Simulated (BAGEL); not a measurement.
# CH6B2O (SMILES BBOC) at PBE0/def2-SVP (density fitting with qzvpp-jkfit)

Aim: the energy change on altering one bond length of CH6B2O at PBE0/def2-SVP (density fitting with qzvpp-jkfit), from 2 runs. 

Program for the calculation: BAGEL 1.2.2.

2 further runs of the same task are left out: 2 set aside as unsound or not needed.

## 1. The system as given

The species is CH6B2O (10 atoms), meant as a singlet with charge 0. As SMILES, `BBOC`. The shape is that of a GFN2-xTB optimisation. This is one conformer, not always the lowest.

Bond lengths: B1–B2 1.660 Å, B2–O3 1.336 Å, O3–C4 1.404 Å, B1–H5 1.174 Å, B1–H6 1.174 Å, B2–H7 1.187 Å, C4–H8 1.093 Å, C4–H9 1.095 Å, C4–H10 1.093 Å. Some angles: B1–B2–O3 129.9°, B2–O3–C4 124.1°, B1–B2–H7 119.0°, O3–B2–H7 111.1°, B2–B1–H5 122.4°, B2–B1–H6 122.4°, O3–C4–H8 108.8°, O3–C4–H9 111.8°, O3–C4–H10 108.8°, H5–B1–H6 115.0°.

## 2. A single-point energy at PBE0/def2-SVP (density fitting with qzvpp-jkfit)

Input file input.json:

```json
{ "bagel": [

{
  "title": "molecule",
  "basis": "svp",
  "df_basis": "qzvpp-jkfit",
  "angstrom": "true",
  "geometry": [
    { "atom": "B", "xyz": [      -0.997520,       1.247270,      -0.592310 ] },
    { "atom": "B", "xyz": [      -0.069760,      -0.035430,      -1.093030 ] },
    { "atom": "O", "xyz": [       0.651460,      -0.903180,      -0.377500 ] },
    { "atom": "C", "xyz": [       0.754190,      -0.876310,       1.022200 ] },
    { "atom": "H", "xyz": [      -0.571180,       2.337470,      -0.508830 ] },
    { "atom": "H", "xyz": [      -2.145500,       1.145610,      -0.371070 ] },
    { "atom": "H", "xyz": [       0.006530,      -0.270910,      -2.253580 ] },
    { "atom": "H", "xyz": [       0.394020,      -1.828390,       1.420500 ] },
    { "atom": "H", "xyz": [       0.171990,      -0.057600,       1.457310 ] },
    { "atom": "H", "xyz": [       1.805790,      -0.758520,       1.296310 ] }
  ]
},

{ "title": "ks", "xc_func": "pbe0", "charge": 0 },

{ "title": "print", "file": "orbitals.molden", "orbitals": "true" }

]}
```

On the command line:

```console
$ BAGEL_NUM_THREADS=1 BAGEL input.json > input.out
```

Output:

```text
* using 1 threads per process

  ===============================================================
  ===============================================================

  *** Geometry ***

  { "atom" : "B", "xyz" : [     -1.885040,      2.356999,     -1.119304 ] },
  { "atom" : "B", "xyz" : [     -0.131827,     -0.066953,     -2.065527 ] },
  { "atom" : "O", "xyz" : [      1.231081,     -1.706763,     -0.713372 ] },
  { "atom" : "C", "xyz" : [      1.425213,     -1.655986,      1.931678 ] },
  { "atom" : "H", "xyz" : [     -1.079374,      4.417178,     -0.961549 ] },
  { "atom" : "H", "xyz" : [     -4.054407,      2.164889,     -0.701221 ] },
  { "atom" : "H", "xyz" : [      0.012340,     -0.511946,     -4.258649 ] },
  { "atom" : "H", "xyz" : [      0.744590,     -3.455156,      2.684356 ] },
  { "atom" : "H", "xyz" : [      0.325014,     -0.108848,      2.753917 ] },
  { "atom" : "H", "xyz" : [      3.412449,     -1.433395,      2.449671 ] },

  Number of auxiliary basis functions:      410

  Since a DF basis is specified, we compute 2- and 3-index integrals:
    o Being stored without compression. Storage requirement is 0.024 GB

  Number of basis functions:       86
  Number of electrons      :       30

    * METHOD: MOLECULE                             0.14

  *** Kohn-Sham DFT ***

    * Removing 18590 points whose weight is below 1.00e-10
    * Grid points: 130470

  === Nuclear Repulsion ===
   100.8923637553

       - DIIS with orbital gradients will be used.

  === KS iteration (pbe0 / svp) ===
      0       -130.64474065          0.17341310           0.31
      1       -103.66656812          0.13402673           0.29
      2        -95.61911459          0.16956551           0.29
      3       -153.83054162          0.10650867           0.29
      4       -159.64374101          0.06563138           0.29
      5       -165.79086141          0.03197173           0.29
      6       -166.15044665          0.01614207           0.29
      7       -166.24904506          0.00806065           0.29
      8       -166.27453136          0.00417033           0.29
      9       -166.28206765          0.00081159           0.29
     10       -166.28235031          0.00026749           0.29
     11       -166.28237846          0.00008980           0.29
     12       -166.28238204          0.00002233           0.29
     13       -166.28238224          0.00000846           0.29
     14       -166.28238228          0.00000209           0.29
     15       -166.28238228          0.00000071           0.29
     16       -166.28238228          0.00000031           0.29
     17       -166.28238228          0.00000008           0.29
     18       -166.28238228          0.00000001           0.29
     19       -166.28238228          0.00000001           0.29
    * SCF iteration converged.

    * Permanent dipole moment:
           (   -0.068602,     0.009689,    -0.698587) a.u.

    * METHOD: KS                                   6.49

    * METHOD: PRINT                                0.01

  ===============================================================
```

It took 6.9 s on 1 thread of Arm Neoverse V2, shared host; peak memory 0.49 GiB.

## 3. The distorted shape, same level

Input file input.json:

```json
{ "bagel": [

{
  "title": "molecule",
  "basis": "svp",
  "df_basis": "qzvpp-jkfit",
  "angstrom": "true",
  "geometry": [
    { "atom": "B", "xyz": [   -0.079164,    1.328595,   -0.769297 ] },
    { "atom": "B", "xyz": [    0.848596,    0.045895,   -1.270017 ] },
    { "atom": "O", "xyz": [    1.569816,   -0.821855,   -0.554487 ] },
    { "atom": "C", "xyz": [    1.672546,   -0.794985,    0.845213 ] },
    { "atom": "H", "xyz": [    0.347176,    2.418795,   -0.685817 ] },
    { "atom": "H", "xyz": [   -2.145500,    1.145610,   -0.371070 ] },
    { "atom": "H", "xyz": [    0.924886,   -0.189585,   -2.430567 ] },
    { "atom": "H", "xyz": [    1.312376,   -1.747065,    1.243513 ] },
    { "atom": "H", "xyz": [    1.090346,    0.023725,    1.280323 ] },
    { "atom": "H", "xyz": [    2.724146,   -0.677195,    1.119323 ] }
  ]
},
{ "title": "ks", "xc_func": "pbe0" },
{ "title": "print", "file": "orbitals.molden", "orbitals": "true" }

]}
```

On the command line:

```console
$ BAGEL_NUM_THREADS=1 BAGEL input.json > input.out
```

Output:

```text
* using 1 threads per process

  ===============================================================
  ===============================================================

  *** Geometry ***

  { "atom" : "B", "xyz" : [     -0.149598,      2.510681,     -1.453761 ] },
  { "atom" : "B", "xyz" : [      1.603614,      0.086729,     -2.399984 ] },
  { "atom" : "O", "xyz" : [      2.966522,     -1.553081,     -1.047829 ] },
  { "atom" : "C", "xyz" : [      3.160654,     -1.502304,      1.597221 ] },
  { "atom" : "H", "xyz" : [      0.656068,      4.570860,     -1.296006 ] },
  { "atom" : "H", "xyz" : [     -4.054407,      2.164889,     -0.701221 ] },
  { "atom" : "H", "xyz" : [      1.747781,     -0.358264,     -4.593106 ] },
  { "atom" : "H", "xyz" : [      2.480031,     -3.301474,      2.349899 ] },
  { "atom" : "H", "xyz" : [      2.060455,      0.044834,      2.419460 ] },
  { "atom" : "H", "xyz" : [      5.147890,     -1.279713,      2.115214 ] },

  Number of auxiliary basis functions:      410

  Since a DF basis is specified, we compute 2- and 3-index integrals:
    o Being stored without compression. Storage requirement is 0.024 GB

  Number of basis functions:       86
  Number of electrons      :       30

    * METHOD: MOLECULE                             0.14

  *** Kohn-Sham DFT ***

    * Removing 17816 points whose weight is below 1.00e-10
    * Grid points: 131244

  === Nuclear Repulsion ===
    99.1257546861

       - DIIS with orbital gradients will be used.

  === KS iteration (pbe0 / svp) ===
      0       -130.82465463          0.17405310           0.31
      1       -106.03542225          0.12446906           0.29
      2        -96.61634633          0.16981871           0.29
      3       -151.61382412          0.11622342           0.29
      4       -154.94159859          0.08198656           0.29
      5       -163.60522177          0.05700933           0.29
      6       -165.51823772          0.03428538           0.29
      7       -165.91246148          0.02127147           0.29
      8       -166.15045088          0.00729718           0.29
      9       -166.17692869          0.00172912           0.29
     10       -166.17824050          0.00040489           0.29
     11       -166.17832021          0.00022654           0.29
     12       -166.17835175          0.00003725           0.29
     13       -166.17835257          0.00001230           0.29
     14       -166.17835266          0.00000373           0.29
     15       -166.17835267          0.00000137           0.29
     16       -166.17835267          0.00000060           0.29
     17       -166.17835267          0.00000020           0.29
     18       -166.17835267          0.00000013           0.29
     19       -166.17835267          0.00000003           0.29
     20       -166.17835267          0.00000002           0.29
     21       -166.17835267          0.00000001           0.29
    * SCF iteration converged.

    * Permanent dipole moment:
           (   -0.663801,     0.007132,    -0.609993) a.u.

    * METHOD: KS                                   7.09

    * METHOD: PRINT                                0.01

  ===============================================================
```

Wall time 7.5 s (1 thread of Arm Neoverse V2, shared host); peak memory 0.49 GiB.

## 4. Outcome

At PBE0/def2-SVP (density fitting with qzvpp-jkfit):

```
                                                         quantity          value
                                        first shape: total energy  -166.28238 Eh
                                       first shape: dipole moment         1.78 D
                                         first shape: HOMO energy       -7.66 eV
                                         first shape: LUMO energy       -1.77 eV
                                       first shape: HOMO–LUMO gap        5.89 eV
                                    distorted shape: total energy  -166.17835 Eh
                                   distorted shape: dipole moment         2.29 D
                                     distorted shape: HOMO energy       -7.30 eV
                                     distorted shape: LUMO energy       -2.26 eV
                                   distorted shape: HOMO–LUMO gap        5.04 eV
energy change with the B1–H6 bond stretched from 1.174 to 2.112 Å       2.831 eV
```

With the B1–H6 bond stretched from 1.174 to 2.112 Å the energy rises by 2.83 eV (65 kcal/mol). The first shape isn't relaxed at this level, so the change isn't measured from a minimum.
